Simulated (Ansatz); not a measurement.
# CaO (Lime): a point defect seen from the nuclei (Cs on a Ca site)

Aim: the field gradients at and around a point defect: Cs on a Ca site in CaO (Lime), cell charge -1. The cell is a supercell built from a COD entry. Planned: a single point, then a relaxation.

Computed with Ansatz 0.2.0 (DFT, PBE, plane-wave PAW, default files, scalar-relativistic, unless a step's input says otherwise).

1 further run of the same task is left out (it didn't finish).

## (1) The system as given

It takes space group Fm-3m (No. 225, cubic). Conventional cell: a = 14.439 Å, b = 14.439 Å, c = 14.439 Å, α = 90.00°, β = 90.00°, γ = 90.00°. Around Cs (site symmetry m-3m) lie 6 O at 2.41 Å. Ca (site symmetry mm2) is surrounded by 6 O at 2.41 Å. Ca (site symmetry 3m) is surrounded by 6 O at 2.41 Å. Ca (site symmetry 4mm) has 6 O at 2.41 Å as nearest neighbours. Around O (site symmetry 3m) lie 6 Ca at 2.41 Å. O (site symmetry 4mm) has 5 Ca at 2.41 Å and 1 Cs at 2.41 Å as nearest neighbours. O (site symmetry mm2) is surrounded by 6 Ca at 2.41 Å. O (site symmetry m-3m) has 6 Ca at 2.41 Å as nearest neighbours.

Structure file:

```
Cs Ca O
1.0
     0.00000    7.21950    7.21950
     7.21950    0.00000    7.21950
     7.21950    7.21950    0.00000
Cs Ca O
1 26 27
Cartesian
  0.0000 0.0000 0.0000
  2.4065 2.4065 0.0000
  4.8130 4.8130 0.0000
  2.4065 0.0000 2.4065
  4.8130 2.4065 2.4065
  7.2195 4.8130 2.4065
  4.8130 0.0000 4.8130
  7.2195 2.4065 4.8130
  9.6260 4.8130 4.8130
  0.0000 2.4065 2.4065
  2.4065 4.8130 2.4065
  4.8130 7.2195 2.4065
  2.4065 2.4065 4.8130
  4.8130 4.8130 4.8130
  7.2195 7.2195 4.8130
  4.8130 2.4065 7.2195
  7.2195 4.8130 7.2195
  9.6260 7.2195 7.2195
  0.0000 4.8130 4.8130
  2.4065 7.2195 4.8130
  4.8130 9.6260 4.8130
  2.4065 4.8130 7.2195
  4.8130 7.2195 7.2195
  7.2195 9.6260 7.2195
  4.8130 4.8130 9.6260
  7.2195 7.2195 9.6260
  9.6260 9.6260 9.6260
  2.4065 2.4065 2.4065
  4.8130 4.8130 2.4065
  7.2195 7.2195 2.4065
  4.8130 2.4065 4.8130
  7.2195 4.8130 4.8130
  9.6260 7.2195 4.8130
  7.2195 2.4065 7.2195
  9.6260 4.8130 7.2195
  12.0325 7.2195 7.2195
  2.4065 4.8130 4.8130
  4.8130 7.2195 4.8130
  7.2195 9.6260 4.8130
  4.8130 4.8130 7.2195
  7.2195 7.2195 7.2195
  9.6260 9.6260 7.2195
  7.2195 4.8130 9.6260
  9.6260 7.2195 9.6260
  12.0325 9.6260 9.6260
  2.4065 7.2195 7.2195
  4.8130 9.6260 7.2195
  7.2195 12.0325 7.2195
  4.8130 7.2195 9.6260
  7.2195 9.6260 9.6260
  9.6260 12.0325 9.6260
  7.2195 7.2195 12.0325
  9.6260 9.6260 12.0325
  12.0325 12.0325 12.0325
```

Atom 1 of the input is the impurity.

## (2) Gradients at the starting positions

Input file input.yaml:

```yaml
crystal:
  lattice:
    - [0.0, 7.2195, 7.2195]
    - [7.2195, 0.0, 7.2195]
    - [7.2195, 7.2195, 0.0]
  atoms:
    - { symbol: Cs, position: [0.0, 0.0, 0.0] }
    - { symbol: Ca, position: [0.0, 0.0, 0.3333333333] }
    - { symbol: Ca, position: [0.0, 0.0, 0.6666666667] }
    - { symbol: Ca, position: [0.0, 0.3333333333, 0.0] }
    - { symbol: Ca, position: [0.0, 0.3333333333, 0.3333333333] }
    - { symbol: Ca, position: [0.0, 0.3333333333, 0.6666666667] }
    - { symbol: Ca, position: [0.0, 0.6666666667, 0.0] }
    - { symbol: Ca, position: [0.0, 0.6666666667, 0.3333333333] }
    - { symbol: Ca, position: [0.0, 0.6666666667, 0.6666666667] }
    - { symbol: Ca, position: [0.3333333333, 0.0, 0.0] }
    - { symbol: Ca, position: [0.3333333333, 0.0, 0.3333333333] }
    - { symbol: Ca, position: [0.3333333333, 0.0, 0.6666666667] }
    - { symbol: Ca, position: [0.3333333333, 0.3333333333, 0.0] }
    - { symbol: Ca, position: [0.3333333333, 0.3333333333, 0.3333333333] }
    - { symbol: Ca, position: [0.3333333333, 0.3333333333, 0.6666666667] }
    - { symbol: Ca, position: [0.3333333333, 0.6666666667, 0.0] }
    - { symbol: Ca, position: [0.3333333333, 0.6666666667, 0.3333333333] }
    - { symbol: Ca, position: [0.3333333333, 0.6666666667, 0.6666666667] }
    - { symbol: Ca, position: [0.6666666667, 0.0, 0.0] }
    - { symbol: Ca, position: [0.6666666667, 0.0, 0.3333333333] }
    - { symbol: Ca, position: [0.6666666667, 0.0, 0.6666666667] }
    - { symbol: Ca, position: [0.6666666667, 0.3333333333, 0.0] }
    - { symbol: Ca, position: [0.6666666667, 0.3333333333, 0.3333333333] }
    - { symbol: Ca, position: [0.6666666667, 0.3333333333, 0.6666666667] }
    - { symbol: Ca, position: [0.6666666667, 0.6666666667, 0.0] }
    - { symbol: Ca, position: [0.6666666667, 0.6666666667, 0.3333333333] }
    - { symbol: Ca, position: [0.6666666667, 0.6666666667, 0.6666666667] }
    - { symbol: O, position: [0.1666666667, 0.1666666667, 0.1666666667] }
    - { symbol: O, position: [0.1666666667, 0.1666666667, 0.5] }
    - { symbol: O, position: [0.1666666667, 0.1666666667, 0.8333333333] }
    - { symbol: O, position: [0.1666666667, 0.5, 0.1666666667] }
    - { symbol: O, position: [0.1666666667, 0.5, 0.5] }
    - { symbol: O, position: [0.1666666667, 0.5, 0.8333333333] }
    - { symbol: O, position: [0.1666666667, 0.8333333333, 0.1666666667] }
    - { symbol: O, position: [0.1666666667, 0.8333333333, 0.5] }
    - { symbol: O, position: [0.1666666667, 0.8333333333, 0.8333333333] }
    - { symbol: O, position: [0.5, 0.1666666667, 0.1666666667] }
    - { symbol: O, position: [0.5, 0.1666666667, 0.5] }
    - { symbol: O, position: [0.5, 0.1666666667, 0.8333333333] }
    - { symbol: O, position: [0.5, 0.5, 0.1666666667] }
    - { symbol: O, position: [0.5, 0.5, 0.5] }
    - { symbol: O, position: [0.5, 0.5, 0.8333333333] }
    - { symbol: O, position: [0.5, 0.8333333333, 0.1666666667] }
    - { symbol: O, position: [0.5, 0.8333333333, 0.5] }
    - { symbol: O, position: [0.5, 0.8333333333, 0.8333333333] }
    - { symbol: O, position: [0.8333333333, 0.1666666667, 0.1666666667] }
    - { symbol: O, position: [0.8333333333, 0.1666666667, 0.5] }
    - { symbol: O, position: [0.8333333333, 0.1666666667, 0.8333333333] }
    - { symbol: O, position: [0.8333333333, 0.5, 0.1666666667] }
    - { symbol: O, position: [0.8333333333, 0.5, 0.5] }
    - { symbol: O, position: [0.8333333333, 0.5, 0.8333333333] }
    - { symbol: O, position: [0.8333333333, 0.8333333333, 0.1666666667] }
    - { symbol: O, position: [0.8333333333, 0.8333333333, 0.5] }
    - { symbol: O, position: [0.8333333333, 0.8333333333, 0.8333333333] }
total_charge: -1
kpoints:
  mp_grid: { grid: [2, 2, 2] }
scf:
  occupations: { method: fermi_dirac, width: 0.01 }
hamiltonian:
  xc: pbe
  pseudopotentials: { kind: paw }
output:
  forces: true
  stress: true
  populations: true
  efg:
    quadrupole_moments_barn: { Cs: -0.00343, Ca: -0.0408, O: -0.02558 }
    contact_densities: true
```

The run is started by

```
$ ansatz run input.yaml --threads 1 --pin off --max-ram 3072MiB --backend cpu --events-out ev --progress --plain --runs-dir out
```

The log of the run:

```text
Warning: RAYON_NUM_THREADS=1 ignored (pool sized by the plan → 1); use --threads N
Cs: output.efg is read without spin–orbit coupling, which moves field gradients at and beside such atoms by some per cent and up to a factor of two; PAW files take it under magnetization.noncollinear and magnetization.spin_orbit
Engine: ansatz 0.2.0, aarch64-unknown-linux-gnu
Pseudopotentials: kind: paw
Pseudopotential: Cs, paw, valence charge 9, recommended cutoff 420 eV (normal), Cs.paw.azcp
Pseudopotential: Ca, paw, valence charge 10, recommended cutoff 420 eV (normal), Ca.paw.azcp
Pseudopotential: O, paw, valence charge 6, recommended cutoff 420 eV (normal), O.paw.azcp
Functional definition: PBE
  parameter kappa = 0.804
  parameter beta = 0.06672455060314922
  exchange = pbe_x(kappa = kappa, mu = beta*pi^2/3)
  correlation = pbe_c(beta = beta)
Crystal: 54 atoms, lattice volume = 752.578 Å³
Basis set: ecut = 420 eV, 14649 PW (Γ), exchange–correlation on 144×144×144 points (8 copies of the dense FFT grid, shifted against one another)
Bands: 270, of which v1, the nominal top of the filled ones, is band 216 counted from 1 (215 counted from 0)
Symmetry: 48 space group operations
Space group: Fm-3m (ITA 225), of the structure as read, at distance tolerance 9.1e-5 Å
k-points: 3 of 8
Non-local potential: Cs, projectors of the file, l = 0: 3, l = 1: 2, l = 2: 2, l = 3: 2
Non-local potential: Ca, projectors of the file, l = 0: 3, l = 1: 2, l = 2: 2
Non-local potential: O, projectors of the file, l = 0: 2, l = 1: 2, l = 2: 1
PAW form: soft (Blöchl's): semilocal exchange-correlation on the pseudo side does not see the compensation charge
PAW one-centre angular grid: Cs, 194 points (default); XC on 64 Gauss nodes
PAW one-centre angular grid: Ca, 110 points (default); XC on 64 Gauss nodes
PAW one-centre angular grid: O, 110 points (default); XC on 64 Gauss nodes
Initial density: superposition of atomic densities (neutral atoms scaled as one to the charged cell's electrons: chi_scale 0, normalization atom), corrected by the library's trained network
Initial wavefunctions: pseudopotential atomic-orbital guess
Functional: x = pbe(κ = 0.804, μ = 0.2195149727645171), c = pbe(β = 0.06672455060314922)
SCF iter   1: F=—  HF=-68303.981545 eV  |F-HF|=—  |Δ(HF+E_count)|=         —  Δρ=7.28e-3  dr2=7.00e-1  ethr=1.77e-3  ⟨swp⟩=8.0  Hψ=3680  notcnv=0  defer=59
preconditioner: auto → Resta (q_TF=auto, 2.487 Å⁻¹)  ε∞=3.4  [insulator: Δε(μ)=2.282 eV  Ē_g=16.865 eV  σ=0.010 eV  W_gap=1.00  n_scr=180 (ndim 8)  ℏωp=26.4 eV  f_vac=0.000  D(μ)=0.00/eV (n_scr^D=0)  ε∞_Penn≈3.4]
SCF iter   2: F=—  HF=-68303.796028 eV  |F-HF|=—  |Δ(HF+E_count)|=   1.86e-1  Δρ=3.68e-3  dr2=1.36e-1  ethr=1.62e-4  ⟨swp⟩=2.3  Hψ=1242  notcnv=0  defer=144
SCF iter   3: F=—  HF=-68303.754939 eV  |F-HF|=—  |Δ(HF+E_count)|=   4.11e-2  Δρ=2.07e-3  dr2=4.42e-2  ethr=3.15e-5  ⟨swp⟩=2.3  Hψ=1024  notcnv=0  defer=144
SCF iter   4: F=—  HF=-68303.744260 eV  |F-HF|=—  |Δ(HF+E_count)|=   1.07e-2  Δρ=6.32e-4  dr2=3.00e-3  ethr=1.02e-5  ⟨swp⟩=2.3  Hψ=1290  notcnv=0  defer=144
SCF iter   5: F=—  HF=-68303.744002 eV  |F-HF|=—  |Δ(HF+E_count)|=   2.58e-4  Δρ=3.44e-4  dr2=7.32e-4  ethr=6.95e-7  ⟨swp⟩=2.0  Hψ=1019  notcnv=0  defer=144
SCF iter   6: F=—  HF=-68303.743902 eV  |F-HF|=—  |Δ(HF+E_count)|=   1.00e-4  Δρ=9.02e-5  dr2=5.91e-5  ethr=1.70e-7  ⟨swp⟩=2.0  Hψ=998  notcnv=0  defer=144
SCF iter   7: F=—  HF=-68303.743664 eV  |F-HF|=—  |Δ(HF+E_count)|=   2.38e-4  Δρ=2.21e-5  dr2=3.82e-6  ethr=1.37e-8  ⟨swp⟩=2.0  Hψ=999  notcnv=0  defer=144
SCF iter   8: F=—  HF=-68303.743666 eV  |F-HF|=—  |Δ(HF+E_count)|=   2.07e-6  Δρ=4.78e-6  dr2=1.67e-7  ethr=8.83e-10  ⟨swp⟩=2.0  Hψ=1179  notcnv=0  defer=144
SCF iter   9: F=-68303.743666 eV  HF=-68303.743666 eV  |F-HF|=2.86e-8  |Δ(HF+E_count)|=   1.36e-7  Δρ=2.63e-6  dr2=4.46e-8  ethr=2.31e-11  ⟨swp⟩=19.0  Hψ=5292  notcnv=0
SCF 1 converged in 9 iterations: F = -68303.743666 eV  dr2 = 4.46e-8
SCF converged after 9 iterations
Free energy (F): -68303.743666 eV
Harris-Foulkes:  -68303.743666 eV  (|F-HF|=2.86e-8)
Internal energy: -68303.743666 eV  (E = F + TS)
E sigma→0 (E₀):  -68303.743666 eV
Fermi energy:    10.528795 eV
--- Per-component energies (eV) ---
[... 15 lines left out ...]
--- Forces (eV/Å), atoms counted from 1 ---
  atom   1  Cs    -0.00000000    -0.00000000     0.00000000
  atom   2  Ca    -0.27302914    -0.27302914    -0.00000000
  atom   3  Ca     0.27302914     0.27302914     0.00000000
  atom   4  Ca    -0.27302914    -0.00000000    -0.27302914
  atom   5  Ca     0.02653175    -0.02653175    -0.02653175
  atom   6  Ca     0.00000000     0.27302914    -0.27302914
[... 48 lines left out ...]
  max |Σ_I F_I| component: 2.50e-15 eV/Å
--- Stress (GPa, compression-positive) ---
        3.520262       0.000000       0.000000
        0.000000       3.520262      -0.000000
        0.000000      -0.000000       3.520262
  P = ⅓ Tr σ = 3.5203 GPa (35.203 kbar)
--- PAW observables at the nuclei: V_zz in 10²¹ V/m², potentials from the cell's mean, atoms counted from 1 ---
  atom   1  Cs V_zz =    +0.000000   η = 0.0000   by run symmetry: forbidden   C_q = -0.0000 MHz
            electrostatic potential = -9381.051400 V   contact ρ = 1900641.289179 e/Å³
  atom   2  Ca V_zz =    -0.446063   η = 0.9995   by run symmetry: allowed   C_q = +0.4401 MHz
            electrostatic potential = -2217.403307 V   contact ρ = 41253.899634 e/Å³
  atom   3  Ca V_zz =    -0.446063   η = 0.9995   by run symmetry: allowed   C_q = +0.4401 MHz
            electrostatic potential = -2217.403307 V   contact ρ = 41253.899634 e/Å³
  atom   4  Ca V_zz =    -0.446063   η = 0.9995   by run symmetry: allowed   C_q = +0.4401 MHz
            electrostatic potential = -2217.403307 V   contact ρ = 41253.899634 e/Å³
  atom   5  Ca V_zz =    -0.004742   η = 0.0000   by run symmetry: allowed   C_q = +0.0047 MHz
            electrostatic potential = -2217.205699 V   contact ρ = 41253.947168 e/Å³
  atom   6  Ca V_zz =    -0.446063   η = 0.9995   by run symmetry: allowed   C_q = +0.4401 MHz
            electrostatic potential = -2217.403307 V   contact ρ = 41253.899634 e/Å³
  atom   7  Ca V_zz =    -0.446063   η = 0.9995   by run symmetry: allowed   C_q = +0.4401 MHz
            electrostatic potential = -2217.403307 V   contact ρ = 41253.899634 e/Å³
  atom   8  Ca V_zz =    -0.446063   η = 0.9995   by run symmetry: allowed   C_q = +0.4401 MHz
            electrostatic potential = -2217.403307 V   contact ρ = 41253.899634 e/Å³
  atom   9  Ca V_zz =    -0.004742   η = 0.0000   by run symmetry: allowed   C_q = +0.0047 MHz
            electrostatic potential = -2217.205699 V   contact ρ = 41253.947168 e/Å³
  atom  10  Ca V_zz =    -0.446063   η = 0.9995   by run symmetry: allowed   C_q = +0.4401 MHz
            electrostatic potential = -2217.403307 V   contact ρ = 41253.899634 e/Å³
  atom  11  Ca V_zz =    -0.004742   η = 0.0000   by run symmetry: allowed   C_q = +0.0047 MHz
            electrostatic potential = -2217.205699 V   contact ρ = 41253.947168 e/Å³
  atom  12  Ca V_zz =    -0.446063   η = 0.9995   by run symmetry: allowed   C_q = +0.4401 MHz
            electrostatic potential = -2217.403307 V   contact ρ = 41253.899634 e/Å³
  atom  13  Ca V_zz =    -0.004742   η = 0.0000   by run symmetry: allowed   C_q = +0.0047 MHz
            electrostatic potential = -2217.205699 V   contact ρ = 41253.947168 e/Å³
  atom  14  Ca V_zz =    -0.004742   η = 0.0000   by run symmetry: allowed   C_q = +0.0047 MHz
            electrostatic potential = -2217.205699 V   contact ρ = 41253.947168 e/Å³
  atom  15  Ca V_zz =    -0.967447   η = 0.0000   by run symmetry: allowed   C_q = +0.9544 MHz
            electrostatic potential = -2217.458135 V   contact ρ = 41254.134110 e/Å³
  atom  16  Ca V_zz =    -0.446063   η = 0.9995   by run symmetry: allowed   C_q = +0.4401 MHz
            electrostatic potential = -2217.403307 V   contact ρ = 41253.899634 e/Å³
  atom  17  Ca V_zz =    -0.967447   η = 0.0000   by run symmetry: allowed   C_q = +0.9544 MHz
            electrostatic potential = -2217.458135 V   contact ρ = 41254.134110 e/Å³
  atom  18  Ca V_zz =    -0.967447   η = 0.0000   by run symmetry: allowed   C_q = +0.9544 MHz
            electrostatic potential = -2217.458135 V   contact ρ = 41254.134110 e/Å³
  atom  19  Ca V_zz =    -0.446063   η = 0.9995   by run symmetry: allowed   C_q = +0.4401 MHz
            electrostatic potential = -2217.403307 V   contact ρ = 41253.899634 e/Å³
  atom  20  Ca V_zz =    -0.446063   η = 0.9995   by run symmetry: allowed   C_q = +0.4401 MHz
            electrostatic potential = -2217.403307 V   contact ρ = 41253.899634 e/Å³
  atom  21  Ca V_zz =    -0.004742   η = 0.0000   by run symmetry: allowed   C_q = +0.0047 MHz
            electrostatic potential = -2217.205699 V   contact ρ = 41253.947168 e/Å³
  atom  22  Ca V_zz =    -0.446063   η = 0.9995   by run symmetry: allowed   C_q = +0.4401 MHz
            electrostatic potential = -2217.403307 V   contact ρ = 41253.899634 e/Å³
  atom  23  Ca V_zz =    -0.967447   η = 0.0000   by run symmetry: allowed   C_q = +0.9544 MHz
            electrostatic potential = -2217.458135 V   contact ρ = 41254.134110 e/Å³
  atom  24  Ca V_zz =    -0.967447   η = 0.0000   by run symmetry: allowed   C_q = +0.9544 MHz
            electrostatic potential = -2217.458135 V   contact ρ = 41254.134110 e/Å³
  atom  25  Ca V_zz =    -0.004742   η = 0.0000   by run symmetry: allowed   C_q = +0.0047 MHz
            electrostatic potential = -2217.205699 V   contact ρ = 41253.947168 e/Å³
  atom  26  Ca V_zz =    -0.967447   η = 0.0000   by run symmetry: allowed   C_q = +0.9544 MHz
            electrostatic potential = -2217.458135 V   contact ρ = 41254.134110 e/Å³
  atom  27  Ca V_zz =    -0.004742   η = 0.0000   by run symmetry: allowed   C_q = +0.0047 MHz
            electrostatic potential = -2217.205699 V   contact ρ = 41253.947168 e/Å³
  atom  28  O  V_zz =    -0.127858   η = 0.0000   by run symmetry: allowed   C_q = +0.0791 MHz
            electrostatic potential = -624.754620 V   contact ρ = 2156.653878 e/Å³
  atom  29  O  V_zz =    -0.127858   η = 0.0000   by run symmetry: allowed   C_q = +0.0791 MHz
            electrostatic potential = -624.754620 V   contact ρ = 2156.653878 e/Å³
  atom  30  O  V_zz =    -3.505913   η = 0.0000   by run symmetry: allowed   C_q = +2.1685 MHz
            electrostatic potential = -625.760923 V   contact ρ = 2157.987235 e/Å³
  atom  31  O  V_zz =    -0.127858   η = 0.0000   by run symmetry: allowed   C_q = +0.0791 MHz
            electrostatic potential = -624.754620 V   contact ρ = 2156.653878 e/Å³
  atom  32  O  V_zz =    -0.295916   η = 0.4659   by run symmetry: allowed   C_q = +0.1830 MHz
            electrostatic potential = -624.779929 V   contact ρ = 2156.670500 e/Å³
  atom  33  O  V_zz =    -0.295916   η = 0.4659   by run symmetry: allowed   C_q = +0.1830 MHz
            electrostatic potential = -624.779929 V   contact ρ = 2156.670500 e/Å³
  atom  34  O  V_zz =    -3.505913   η = 0.0000   by run symmetry: allowed   C_q = +2.1685 MHz
            electrostatic potential = -625.760923 V   contact ρ = 2157.987235 e/Å³
  atom  35  O  V_zz =    -0.295916   η = 0.4659   by run symmetry: allowed   C_q = +0.1830 MHz
            electrostatic potential = -624.779929 V   contact ρ = 2156.670500 e/Å³
  atom  36  O  V_zz =    -3.505913   η = 0.0000   by run symmetry: allowed   C_q = +2.1685 MHz
            electrostatic potential = -625.760923 V   contact ρ = 2157.987235 e/Å³
  atom  37  O  V_zz =    -0.127858   η = 0.0000   by run symmetry: allowed   C_q = +0.0791 MHz
            electrostatic potential = -624.754620 V   contact ρ = 2156.653878 e/Å³
  atom  38  O  V_zz =    -0.295916   η = 0.4659   by run symmetry: allowed   C_q = +0.1830 MHz
            electrostatic potential = -624.779929 V   contact ρ = 2156.670500 e/Å³
  atom  39  O  V_zz =    -0.295916   η = 0.4659   by run symmetry: allowed   C_q = +0.1830 MHz
            electrostatic potential = -624.779929 V   contact ρ = 2156.670500 e/Å³
  atom  40  O  V_zz =    -0.295916   η = 0.4659   by run symmetry: allowed   C_q = +0.1830 MHz
            electrostatic potential = -624.779929 V   contact ρ = 2156.670500 e/Å³
  atom  41  O  V_zz =    +0.000000   η = 0.0000   by run symmetry: forbidden   C_q = -0.0000 MHz
            electrostatic potential = -624.840262 V   contact ρ = 2156.717541 e/Å³
  atom  42  O  V_zz =    -0.295916   η = 0.4659   by run symmetry: allowed   C_q = +0.1830 MHz
            electrostatic potential = -624.779929 V   contact ρ = 2156.670500 e/Å³
  atom  43  O  V_zz =    -0.295916   η = 0.4659   by run symmetry: allowed   C_q = +0.1830 MHz
            electrostatic potential = -624.779929 V   contact ρ = 2156.670500 e/Å³
  atom  44  O  V_zz =    -0.295916   η = 0.4659   by run symmetry: allowed   C_q = +0.1830 MHz
            electrostatic potential = -624.779929 V   contact ρ = 2156.670500 e/Å³
  atom  45  O  V_zz =    -0.127858   η = 0.0000   by run symmetry: allowed   C_q = +0.0791 MHz
            electrostatic potential = -624.754620 V   contact ρ = 2156.653878 e/Å³
  atom  46  O  V_zz =    -3.505913   η = 0.0000   by run symmetry: allowed   C_q = +2.1685 MHz
            electrostatic potential = -625.760923 V   contact ρ = 2157.987235 e/Å³
  atom  47  O  V_zz =    -0.295916   η = 0.4659   by run symmetry: allowed   C_q = +0.1830 MHz
            electrostatic potential = -624.779929 V   contact ρ = 2156.670500 e/Å³
  atom  48  O  V_zz =    -3.505913   η = 0.0000   by run symmetry: allowed   C_q = +2.1685 MHz
            electrostatic potential = -625.760923 V   contact ρ = 2157.987235 e/Å³
  atom  49  O  V_zz =    -0.295916   η = 0.4659   by run symmetry: allowed   C_q = +0.1830 MHz
            electrostatic potential = -624.779929 V   contact ρ = 2156.670500 e/Å³
  atom  50  O  V_zz =    -0.295916   η = 0.4659   by run symmetry: allowed   C_q = +0.1830 MHz
            electrostatic potential = -624.779929 V   contact ρ = 2156.670500 e/Å³
  atom  51  O  V_zz =    -0.127858   η = 0.0000   by run symmetry: allowed   C_q = +0.0791 MHz
            electrostatic potential = -624.754620 V   contact ρ = 2156.653878 e/Å³
  atom  52  O  V_zz =    -3.505913   η = 0.0000   by run symmetry: allowed   C_q = +2.1685 MHz
            electrostatic potential = -625.760923 V   contact ρ = 2157.987235 e/Å³
  atom  53  O  V_zz =    -0.127858   η = 0.0000   by run symmetry: allowed   C_q = +0.0791 MHz
            electrostatic potential = -624.754620 V   contact ρ = 2156.653878 e/Å³
  atom  54  O  V_zz =    -0.127858   η = 0.0000   by run symmetry: allowed   C_q = +0.0791 MHz
            electrostatic potential = -624.754620 V   contact ρ = 2156.653878 e/Å³
--- Band table (eV) ---
[... 3 lines left out ...]
--- Löwdin populations: 54 sites ---
  site symbol       q [e]
[... 54 lines left out ...]
  spilling = 0.019957 (of n_electrons = 432.000000)
```

Wall time 96 s (1 thread of Arm Neoverse V1, shared host); peak memory 1.4 GiB.

At the end: gap on the mesh 1.78 eV, largest force 4.068 eV/Å, pressure 3.5 GPa.

Like atoms gathered into sites:

```
site              atoms  distance from the defect (Å)  V_zz (10²¹ V/m²)     η     C_Q (MHz)
  Cs                  1                          0.00              0.00     –     0 (¹³³Cs)
 O30  30, 34, 36, 46, …                          2.41             -3.51  0.00    2.17 (¹⁷O)
 Ca2      2, 3, 4, 6, …                          3.40             -0.45  1.00  0.440 (⁴³Ca)
 O28  28, 29, 31, 37, …                          4.17             -0.13  0.00   0.079 (¹⁷O)
Ca15  15, 17, 18, 23, …                          4.81             -0.97  0.00  0.954 (⁴³Ca)
 O32  32, 33, 35, 38, …                          5.38             -0.30  0.47   0.183 (¹⁷O)
 Ca5    5, 9, 11, 13, …                          5.89            -0.005  0.00  0.005 (⁴³Ca)
 O41                 41                          7.22              0.00     –       0 (¹⁷O)
```

C_Q = eQV_zz/h, which is 24.18 MHz for Q = 1 b and V_zz = 10²¹ V/m²; η = (V_xx − V_yy)/V_zz. Q values from Pyykkö, Mol. Phys. 116, 1328 (2018).

Direction of the V_zz axis (Cartesian unit vector):

```
site  atom     x     y      z
Ca15    15  0.00  0.00   1.00
 O28    28  0.58  0.58   0.58
 O30    30  0.00  0.00   1.00
 O32    32  0.00  0.71  -0.71
```

(Part 1 of 2 ends here.)
